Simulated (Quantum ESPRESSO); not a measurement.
# MoSe (P3m1) in Quantum ESPRESSO: a series of runs

Runs on MoSe. Level: PBE. Tasks: band structure.

Everything below comes from runs of Quantum ESPRESSO 7.5. Logs are shortened: lines on timing, memory, paths and dates and some standing lists are left out, and cuts for length are marked.

## Step 1: Starting point

Symmetry: P3m1, No. 156, trigonal system. The conventional cell has a = 3.471 Å, b = 3.471 Å, c = 4.373 Å, α = 90.00°, β = 90.00°, γ = 120.00°. Mo (site symmetry 3m) is surrounded by 3 Se at 2.04 Å. Around Se (site symmetry 3m) lie 3 Mo at 2.04 Å.

The cell was built by a generator and needn't be a form met in nature.

## Step 2: Band structure, PBE

Contents of pw.in:

```
&CONTROL
  calculation = 'scf'
  prefix = 'pwscf'
  outdir = './tmp'
  pseudo_dir = './pseudo'
  tprnfor = .true.
  tstress = .true.
  disk_io = 'low'
/
&SYSTEM
  ibrav = 0
  celldm(1) = 8
  nat = 2
  ntyp = 2
  ecutwfc = 86
  nbnd = 22
  occupations = 'smearing'
  smearing = 'fd'
  degauss = 0.00367493
/
&ELECTRONS
  conv_thr = 4d-10
  electron_maxstep = 120
  mixing_beta = 0.5
/
ATOMIC_SPECIES
Mo    95.9500 Mo.upf
Se    78.9710 Se.upf
CELL_PARAMETERS alat
  0.8198266380551   0.0000000000000   0.0000000000000
 -0.4099133202086   0.7099906959502   0.0000000000000
  0.0000000000000   0.0000000000000   1.0329231989550
ATOMIC_POSITIONS crystal
Mo     0.6666666700    0.3333333300    0.0254445500
Se     0.3333333300    0.6666666700    0.1184304700
K_POINTS automatic
9 9 6 0 0 0
```

Contents of bands.in:

```
&CONTROL
  calculation = 'bands'
  prefix = 'pwscf'
  outdir = './tmp'
  pseudo_dir = './pseudo'
  disk_io = 'low'
  verbosity = 'high'
/
&SYSTEM
  ibrav = 0
  celldm(1) = 8
  nat = 2
  ntyp = 2
  ecutwfc = 86
  nbnd = 22
  occupations = 'smearing'
  smearing = 'fd'
  degauss = 0.00367493
/
&ELECTRONS
  conv_thr = 1d-08
  electron_maxstep = 120
  mixing_beta = 0.5
  diago_full_acc = .true.
  startingwfc = 'random'
/
ATOMIC_SPECIES
Mo    95.9500 Mo.upf
Se    78.9710 Se.upf
CELL_PARAMETERS alat
  0.8198266380551   0.0000000000000   0.0000000000000
 -0.4099133202086   0.7099906959502   0.0000000000000
  0.0000000000000   0.0000000000000   1.0329231989550
ATOMIC_POSITIONS crystal
Mo     0.6666666700    0.3333333300    0.0254445500
Se     0.3333333300    0.6666666700    0.1184304700
K_POINTS crystal
60
 0.0000000000  0.0000000000  0.0000000000 1
 0.0714285714  0.0000000000  0.0000000000 1
 0.1428571429  0.0000000000  0.0000000000 1
 0.2142857143  0.0000000000  0.0000000000 1
 0.2857142857  0.0000000000  0.0000000000 1
 0.3571428571  0.0000000000  0.0000000000 1
 0.4285714286  0.0000000000  0.0000000000 1
 0.5000000000  0.0000000000  0.0000000000 1
 0.4583333333  0.0833333333  0.0000000000 1
 0.4166666667  0.1666666667  0.0000000000 1
 0.3750000000  0.2500000000  0.0000000000 1
 0.3333333333  0.3333333333  0.0000000000 1
 0.2962962963  0.2962962963  0.0000000000 1
 0.2592592593  0.2592592593  0.0000000000 1
 0.2222222222  0.2222222222  0.0000000000 1
 0.1851851852  0.1851851852  0.0000000000 1
 0.1481481481  0.1481481481  0.0000000000 1
 0.1111111111  0.1111111111  0.0000000000 1
 0.0740740741  0.0740740741  0.0000000000 1
 0.0370370370  0.0370370370  0.0000000000 1
 0.0000000000  0.0000000000  0.0000000000 1
 0.0000000000  0.0000000000  0.1000000000 1
 0.0000000000  0.0000000000  0.2000000000 1
 0.0000000000  0.0000000000  0.3000000000 1
 0.0000000000  0.0000000000  0.4000000000 1
 0.0000000000  0.0000000000  0.5000000000 1
 0.0625000000  0.0000000000  0.5000000000 1
 0.1250000000  0.0000000000  0.5000000000 1
 0.1875000000  0.0000000000  0.5000000000 1
 0.2500000000  0.0000000000  0.5000000000 1
 0.3125000000  0.0000000000  0.5000000000 1
 0.3750000000  0.0000000000  0.5000000000 1
 0.4375000000  0.0000000000  0.5000000000 1
 0.5000000000  0.0000000000  0.5000000000 1
 0.4583333333  0.0833333333  0.5000000000 1
 0.4166666667  0.1666666667  0.5000000000 1
 0.3750000000  0.2500000000  0.5000000000 1
 0.3333333333  0.3333333333  0.5000000000 1
 0.2962962963  0.2962962963  0.5000000000 1
 0.2592592593  0.2592592593  0.5000000000 1
 0.2222222222  0.2222222222  0.5000000000 1
 0.1851851852  0.1851851852  0.5000000000 1
 0.1481481481  0.1481481481  0.5000000000 1
 0.1111111111  0.1111111111  0.5000000000 1
 0.0740740741  0.0740740741  0.5000000000 1
 0.0370370370  0.0370370370  0.5000000000 1
 0.0000000000  0.0000000000  0.5000000000 1
 0.5000000000  0.0000000000  0.5000000000 1
 0.5000000000  0.0000000000  0.4000000000 1
 0.5000000000  0.0000000000  0.3000000000 1
 0.5000000000  0.0000000000  0.2000000000 1
 0.5000000000  0.0000000000  0.1000000000 1
 0.5000000000  0.0000000000  0.0000000000 1
 0.3333333333  0.3333333333  0.0000000000 1
 0.3333333333  0.3333333333  0.0833333333 1
 0.3333333333  0.3333333333  0.1666666667 1
 0.3333333333  0.3333333333  0.2500000000 1
 0.3333333333  0.3333333333  0.3333333333 1
 0.3333333333  0.3333333333  0.4166666667 1
 0.3333333333  0.3333333333  0.5000000000 1
```

Potentials or basis: PseudoDojo 0.4.1 SR PBE standard.

Started as:

```console
> OMP_NUM_THREADS=1 pw.x -in pw.in > pw.out
> OMP_NUM_THREADS=1 pw.x -in bands.in > bands.out
```

pw.out:

```text
This program is part of the open-source Quantum ESPRESSO suite
     for quantum simulation of materials; please cite
         "P. Giannozzi et al., J. Phys.:Condens. Matter 21 395502 (2009);
         "P. Giannozzi et al., J. Phys.:Condens. Matter 29 465901 (2017);
         "P. Giannozzi et al., J. Chem. Phys. 152 154105 (2020);
     in publications or presentations arising from this work. More details at

     Message from routine setup:
     using ibrav=0 with symmetry is DISCOURAGED, use correct ibrav instead

     G-vector sticks info
     --------------------
     sticks:   dense  smooth     PW     G-vecs:    dense   smooth      PW
     Sum        1027    1027    301                33199    33199    5235

     Using Slab Decomposition

     bravais-lattice index     =            0
     lattice parameter (alat)  =       8.0000  a.u.
     unit-cell volume          =     307.8312 (a.u.)^3
     number of atoms/cell      =            2
     number of atomic types    =            2
     number of electrons       =        30.00
     number of Kohn-Sham states=           22
     kinetic-energy cutoff     =      86.0000  Ry
     charge density cutoff     =     344.0000  Ry
     scf convergence threshold =      4.0E-10
     mixing beta               =       0.5000
     number of iterations used =            8  plain     mixing
     Exchange-correlation= PBE
                           (   1   4   3   4   0   0   0)

     celldm(1)=   8.000000  celldm(2)=   0.000000  celldm(3)=   0.000000
     celldm(4)=   0.000000  celldm(5)=   0.000000  celldm(6)=   0.000000

     crystal axes: (cart. coord. in units of alat)
               a(1) = (   0.819827   0.000000   0.000000 )
               a(2) = (  -0.409913   0.709991   0.000000 )
               a(3) = (   0.000000   0.000000   1.032923 )

     reciprocal axes: (cart. coord. in units 2 pi/alat)
               b(1) = (  1.219770  0.704235 -0.000000 )
               b(2) = (  0.000000  1.408469  0.000000 )
               b(3) = (  0.000000 -0.000000  0.968126 )

     PseudoPot. # 1 for Mo read from file:
     Mo.upf
     Pseudo is Norm-conserving + core correction, Zval = 14.0
     Generated using ONCVPSP code by D. R. Hamann
     Using radial grid of 1640 points,  6 beta functions with:
                l(1) =   0
                l(2) =   0
                l(3) =   1
                l(4) =   1
                l(5) =   2
                l(6) =   2

     PseudoPot. # 2 for Se read from file:
     Se.upf
     Pseudo is Norm-conserving + core correction, Zval = 16.0
     Generated using ONCVPSP code by D. R. Hamann
     Using radial grid of 1214 points,  6 beta functions with:
                l(1) =   0
                l(2) =   0
                l(3) =   1
                l(4) =   1
                l(5) =   2
                l(6) =   2

     atomic species   valence    mass     pseudopotential
     Mo               14.00    95.95000     Mo( 1.00)
     Se               16.00    78.97100     Se( 1.00)

      6 Sym. Ops. (no inversion) found

   Cartesian axes

     site n.     atom                  positions (alat units)
         1        Mo     tau(   1) = (   0.4099133   0.2366636   0.0262823  )
         2        Se     tau(   2) = (  -0.0000000   0.4733271   0.1223296  )

     number of k points=    62  Fermi-Dirac smearing, width (Ry)=  0.0037
                       cart. coord. in units 2pi/alat
        k(    1) = (   0.0000000   0.0000000   0.0000000), wk =   0.0041152
        k(    2) = (   0.0000000   0.0000000   0.1613544), wk =   0.0082305
        k(    3) = (   0.0000000   0.0000000   0.3227087), wk =   0.0082305
        k(    4) = (   0.0000000   0.0000000  -0.4840631), wk =   0.0041152
        k(    5) = (   0.0000000   0.1564966   0.0000000), wk =   0.0246914
        k(    6) = (   0.0000000   0.1564966   0.1613544), wk =   0.0246914
[... 54 lines left out ...]
        k(   61) = (  -0.2710600  -0.6259863   0.1613544), wk =   0.0493827
        k(   62) = (  -0.2710600  -0.6259863   0.3227087), wk =   0.0493827

     Dense  grid:    33199 G-vectors     FFT dimensions: (  40,  40,  50)

     Initial potential from superposition of free atoms

     starting charge      29.9985, renormalised to      30.0000
     Starting wfcs are   19 randomized atomic wfcs +    3 random wfcs

     Self-consistent Calculation

     iteration #  1     ecut=    86.00 Ry     beta= 0.50
     Davidson diagonalization with overlap
     ethr =  1.00E-02,  avg # of iterations =  6.0

     Threshold (ethr) on eigenvalues was too large:
     Diagonalizing with lowered threshold

     Davidson diagonalization with overlap
     ethr =  3.49E-04,  avg # of iterations =  3.1

     total energy              =    -382.52469344 Ry
     estimated scf accuracy    <       0.11240947 Ry

     iteration #  2     ecut=    86.00 Ry     beta= 0.50
     Davidson diagonalization with overlap
     ethr =  3.75E-04,  avg # of iterations =  2.5

     total energy              =    -382.54588178 Ry
     estimated scf accuracy    <       0.01093892 Ry

     iteration #  3     ecut=    86.00 Ry     beta= 0.50
     Davidson diagonalization with overlap
     ethr =  3.65E-05,  avg # of iterations =  4.3

     total energy              =    -382.54722312 Ry
     estimated scf accuracy    <       0.00212742 Ry

     iteration #  4     ecut=    86.00 Ry     beta= 0.50
     Davidson diagonalization with overlap
     ethr =  7.09E-06,  avg # of iterations =  3.0

     total energy              =    -382.54753259 Ry
     estimated scf accuracy    <       0.00065224 Ry

     iteration #  5     ecut=    86.00 Ry     beta= 0.50
     Davidson diagonalization with overlap
     ethr =  2.17E-06,  avg # of iterations =  2.6

     total energy              =    -382.54763071 Ry
     estimated scf accuracy    <       0.00001458 Ry

     iteration #  6     ecut=    86.00 Ry     beta= 0.50
     Davidson diagonalization with overlap
     ethr =  4.86E-08,  avg # of iterations =  2.0

     total energy              =    -382.54763328 Ry
     estimated scf accuracy    <       0.00000143 Ry

     iteration #  7     ecut=    86.00 Ry     beta= 0.50
     Davidson diagonalization with overlap
     ethr =  4.78E-09,  avg # of iterations =  2.0

     total energy              =    -382.54763353 Ry
     estimated scf accuracy    <       0.00000014 Ry

     iteration #  8     ecut=    86.00 Ry     beta= 0.50
     Davidson diagonalization with overlap
     ethr =  4.54E-10,  avg # of iterations =  2.1

     total energy              =    -382.54763355 Ry
     estimated scf accuracy    <       0.00000001 Ry

     iteration #  9     ecut=    86.00 Ry     beta= 0.50
     Davidson diagonalization with overlap
     ethr =  4.65E-11,  avg # of iterations =  2.1

     total energy              =    -382.54763356 Ry
     estimated scf accuracy    <          1.2E-09 Ry

     iteration # 10     ecut=    86.00 Ry     beta= 0.50
     Davidson diagonalization with overlap
     ethr =  4.04E-12,  avg # of iterations =  2.7

     End of self-consistent calculation

          k = 0.0000 0.0000 0.0000 (  4177 PWs)   bands (ev):

   -48.6825 -37.6342 -37.6342 -37.4927 -37.4844 -37.4844 -23.2310 -23.2310
   -22.6454  -3.9252   5.0814   5.0814   6.8730  10.6945  11.5682  11.5682
    15.9937  18.6243  19.7462  19.7462  23.2405  23.2406

          k = 0.0000 0.0000 0.1614 (  4159 PWs)   bands (ev):

   -48.6825 -37.6342 -37.6342 -37.4927 -37.4844 -37.4844 -23.2310 -23.2310
   -22.6468  -3.9057   5.0861   5.0861   6.6649  11.0243  11.5364  11.5364
    16.0804  18.6080  19.7421  19.7421  22.6786  23.2848

          k = 0.0000 0.0000 0.3227 (  4152 PWs)   bands (ev):

   -48.6825 -37.6342 -37.6342 -37.4926 -37.4844 -37.4844 -23.2308 -23.2308
   -22.6496  -3.8663   5.0955   5.0955   6.3064  11.4742  11.4742  11.6864
    16.3326  18.0813  19.7106  19.7106  22.5741  23.4171

          k = 0.0000 0.0000-0.4841 (  4152 PWs)   bands (ev):

   -48.6824 -37.6342 -37.6342 -37.4926 -37.4844 -37.4844 -23.2308 -23.2308
   -22.6510  -3.8463   5.1002   5.1002   6.1473  11.4438  11.4438  12.0395
    16.6257  17.4556  19.6847  19.6847  22.9751  23.5021

          k = 0.0000 0.1565 0.0000 (  4171 PWs)   bands (ev):

   -48.6806 -37.6327 -37.6289 -37.4944 -37.4845 -37.4842 -23.2796 -23.2436
   -22.6409  -3.7569   4.9891   5.3074   6.8745  10.3971  11.4982  12.1132
    16.4164  18.0278  19.0638  19.1146  22.0566  23.5775

          k = 0.0000 0.1565 0.1614 (  4158 PWs)   bands (ev):

   -48.6806 -37.6327 -37.6289 -37.4943 -37.4845 -37.4842 -23.2795 -23.2436
   -22.6423  -3.7379   4.9913   5.3134   6.6729  10.6672  11.4601  12.1187
    16.5139  18.0554  19.0625  19.1875  21.7462  23.3999

          k = 0.0000 0.1565 0.3227 (  4154 PWs)   bands (ev):

   -48.6805 -37.6327 -37.6289 -37.4943 -37.4845 -37.4842 -23.2794 -23.2434
   -22.6450  -3.6994   5.0033   5.3227   6.3169  11.1757  11.3934  12.1484
    16.7454  17.7563  19.1306  19.1748  21.7696  23.1874

          k = 0.0000 0.1565-0.4841 (  4138 PWs)   bands (ev):

   -48.6805 -37.6327 -37.6289 -37.4943 -37.4845 -37.4842 -23.2793 -23.2433
   -22.6463  -3.6799   5.0144   5.3260   6.1537  11.3647  11.4059  12.1974
    17.0972  17.2092  19.0469  19.2040  22.1744  23.2093
[... 295 lines left out ...]
          k =-0.1355-0.3912 0.3227 (  4145 PWs)   bands (ev):

   -48.6718 -37.6256 -37.6034 -37.5026 -37.4851 -37.4840 -23.4803 -23.3102
   -22.6255  -2.9623   4.9887   6.0866   6.7646  10.9794  11.2709  12.6242
    14.8841  16.1668  17.0737  20.2760  21.4741  22.0989

          k =-0.1355-0.5477 0.1614 (  4135 PWs)   bands (ev):

   -48.6672 -37.6218 -37.5876 -37.5087 -37.4854 -37.4844 -23.5835 -23.3468
   -22.6131  -2.6150   5.1752   6.6750   7.4575  10.9220  11.1364  11.4643
    14.0231  15.1064  16.7050  20.4227  21.4045  22.2152

          k =-0.1355-0.5477 0.3227 (  4151 PWs)   bands (ev):

   -48.6671 -37.6218 -37.5876 -37.5087 -37.4854 -37.4844 -23.5831 -23.3466
   -22.6155  -2.5877   5.1762   6.4776   7.4107  10.9813  11.3152  11.6748
    14.0749  15.1034  16.2395  20.3411  21.7321  22.6229

          k =-0.2711-0.6260 0.1614 (  4138 PWs)   bands (ev):

   -48.6647 -37.6193 -37.5789 -37.5123 -37.4860 -37.4844 -23.5985 -23.4071
   -22.6079  -2.3940   5.8069   6.6748   7.5669   9.8218  11.2457  11.3701
    13.6762  15.0809  17.4345  19.6739  20.4596  22.6066

          k =-0.2711-0.6260 0.3227 (  4137 PWs)   bands (ev):

   -48.6647 -37.6193 -37.5789 -37.5123 -37.4860 -37.4844 -23.5982 -23.4069
   -22.6102  -2.3690   5.7912   6.4982   7.5163   9.8318  11.2583  11.8616
    13.9274  14.9754  16.4284  19.3488  21.2428  23.4464

     the Fermi energy is    11.4355 ev

!    total energy              =    -382.54763356 Ry
     estimated scf accuracy    <          5.0E-11 Ry
     smearing contrib. (-TS)   =      -0.00270615 Ry
     internal energy E=F+TS    =    -382.54492741 Ry

     The total energy is F=E-TS. E is the sum of the following terms:
     one-electron contribution =    -258.83477927 Ry
     hartree contribution      =     137.85132245 Ry
     xc contribution           =     -69.70706055 Ry
     ewald contribution        =    -191.85441004 Ry

     convergence has been achieved in  10 iterations

     Forces acting on atoms (cartesian axes, Ry/au):

     atom    1 type  1   force =     0.00000000    0.00000000   -0.24016819
     atom    2 type  2   force =     0.00000000   -0.00000000    0.24016819

     Total force =     0.339649     Total SCF correction =     0.000025

     Computing stress (Cartesian axis) and pressure

          total   stress  (Ry/bohr**3)                   (kbar)     P=      698.69
   0.00705804   0.00000000   0.00000000         1038.27        0.00        0.00
   0.00000000   0.00705804   0.00000000            0.00     1038.27        0.00
   0.00000000   0.00000000   0.00013273            0.00        0.00       19.52

=------------------------------------------------------------------------------=
   JOB DONE.
=------------------------------------------------------------------------------=
```

It took 2.1 min on 1 thread of Arm Neoverse V2, shared host; peak memory 0.14 GiB.

Results:

- Free energy: -5204.8257 eV
- Pressure: 69.9 GPa
- Largest force: 6.175 eV/Å
- Band gap on the k mesh: none (metal or under the smearing width)

Forces in eV/Å, atoms in the order of the input:
```
Mo   0.000  0.000 -6.175
Se   0.000  0.000  6.175
```

Stress tensor (GPa, compression positive):
```
103.83   0.00   0.00
  0.00 103.83   0.00
  0.00   0.00   1.95
```

Levels at the corners of the path, in eV from the Fermi level:
```tsv
point	band 11	band 12	band 13	band 14	band 15	band 16	band 17	band 18	band 19	band 20
Γ	-6.35	-6.35	-4.56	-0.74	0.13	0.13	4.56	7.19	8.31	8.31
M	-6.35	-4.09	-3.78	-0.66	-0.47	0.00	2.39	2.43	5.63	8.27
K	-4.74	-4.59	-4.52	-2.33	-0.28	0.35	1.71	3.73	7.82	7.85
Γ	-6.35	-6.35	-4.56	-0.74	0.13	0.13	4.56	7.19	8.31	8.31
A	-6.34	-6.34	-5.29	0.01	0.01	0.60	5.19	6.02	8.25	8.25
L	-6.41	-4.49	-3.79	-0.44	-0.13	0.23	2.44	2.52	4.81	7.99
H	-5.13	-4.68	-4.50	-2.37	0.20	0.98	2.30	3.70	4.23	7.36
A	-6.34	-6.34	-5.29	0.01	0.01	0.60	5.19	6.02	8.25	8.25
L	-6.41	-4.49	-3.79	-0.44	-0.13	0.23	2.44	2.52	4.81	7.99
M	-6.35	-4.09	-3.78	-0.66	-0.47	0.00	2.39	2.43	5.63	8.27
K	-4.74	-4.59	-4.52	-2.33	-0.28	0.35	1.71	3.73	7.82	7.85
H	-5.13	-4.68	-4.50	-2.37	0.20	0.98	2.30	3.70	4.23	7.36
```

Caveat: a pressure of tens of GPa on the cell as given is suspect, and the run, the potentials or the cell itself is likely at fault; this functional lacks dispersion, which binds the layers, so the pressure and a relaxed spacing across them are unreliable; forces of over 1 eV/Å show positions far from the minimum, so gaps and moduli don't describe the material at rest.

## Step 3: Band structure, PBE, spin-orbit coupling, no magnetisation

pw.in: that of step 2 with these lines changed.

```diff
@@ -15,3 +15,3 @@
   ecutwfc = 86
-  nbnd = 22
+  nbnd = 44
   occupations = 'smearing'
@@ -19,2 +19,4 @@
   degauss = 0.00367493
+  noncolin = .true.
+  lspinorb = .true.
 /
```

bands.in: that of step 2 with these lines changed.

```diff
@@ -14,3 +14,3 @@
   ecutwfc = 86
-  nbnd = 22
+  nbnd = 44
   occupations = 'smearing'
@@ -18,2 +18,4 @@
   degauss = 0.00367493
+  noncolin = .true.
+  lspinorb = .true.
 /
```

Potentials or basis: PseudoDojo 0.4 FR PBE standard.

Started as:

```console
> OMP_NUM_THREADS=1 pw.x -in pw.in > pw.out
> OMP_NUM_THREADS=1 pw.x -in bands.in > bands.out
```

Wall time 11 min (1 thread of Arm Neoverse V2, shared host); peak memory 0.47 GiB.

Results (log left out):

- Free energy: -5204.0853 eV
- Pressure: 70.1 GPa
- Largest force: 6.199 eV/Å
- Band gap on the k mesh: none (metal or under the smearing width)

Forces in eV/Å, atoms in the order of the input:
```
Mo   0.000  0.000 -6.199
Se   0.000  0.000  6.199
```

Stress tensor (GPa, compression positive):
```
104.14   0.00   0.00
  0.00 104.14   0.00
  0.00   0.00   2.06
```

Levels at the corners of the path, in eV from the Fermi level:
| point | band 27 | band 28 | band 29 | band 30 | band 31 | band 32 | band 33 | band 34 |
| --- | --- | --- | --- | --- | --- | --- | --- | --- |
| Γ | -0.75 | -0.75 | 0.09 | 0.09 | 0.17 | 0.17 | 4.55 | 4.55 |
| M | -0.67 | -0.67 | -0.47 | -0.47 | 0.00 | 0.00 | 2.38 | 2.38 |
| K | -2.40 | -2.29 | -0.28 | -0.28 | 0.33 | 0.36 | 1.68 | 1.73 |
| Γ | -0.75 | -0.75 | 0.09 | 0.09 | 0.17 | 0.17 | 4.55 | 4.55 |
| A | -0.04 | -0.04 | 0.04 | 0.04 | 0.61 | 0.61 | 5.18 | 5.18 |
| L | -0.46 | -0.46 | -0.13 | -0.13 | 0.23 | 0.23 | 2.43 | 2.43 |
| H | -2.42 | -2.33 | 0.17 | 0.21 | 0.97 | 0.99 | 2.26 | 2.34 |
| A | -0.04 | -0.04 | 0.04 | 0.04 | 0.61 | 0.61 | 5.18 | 5.18 |
| L | -0.46 | -0.46 | -0.13 | -0.13 | 0.23 | 0.23 | 2.43 | 2.43 |
| M | -0.67 | -0.67 | -0.47 | -0.47 | 0.00 | 0.00 | 2.38 | 2.38 |
| K | -2.40 | -2.29 | -0.28 | -0.28 | 0.33 | 0.36 | 1.68 | 1.73 |
| H | -2.42 | -2.33 | 0.17 | 0.21 | 0.97 | 0.99 | 2.26 | 2.34 |

Caveat: a pressure of tens of GPa on the cell as given is suspect, and the run, the potentials or the cell itself is likely at fault; this functional lacks dispersion, which binds the layers, so the pressure and a relaxed spacing across them are unreliable; forces of over 1 eV/Å show positions far from the minimum, so gaps and moduli don't describe the material at rest.
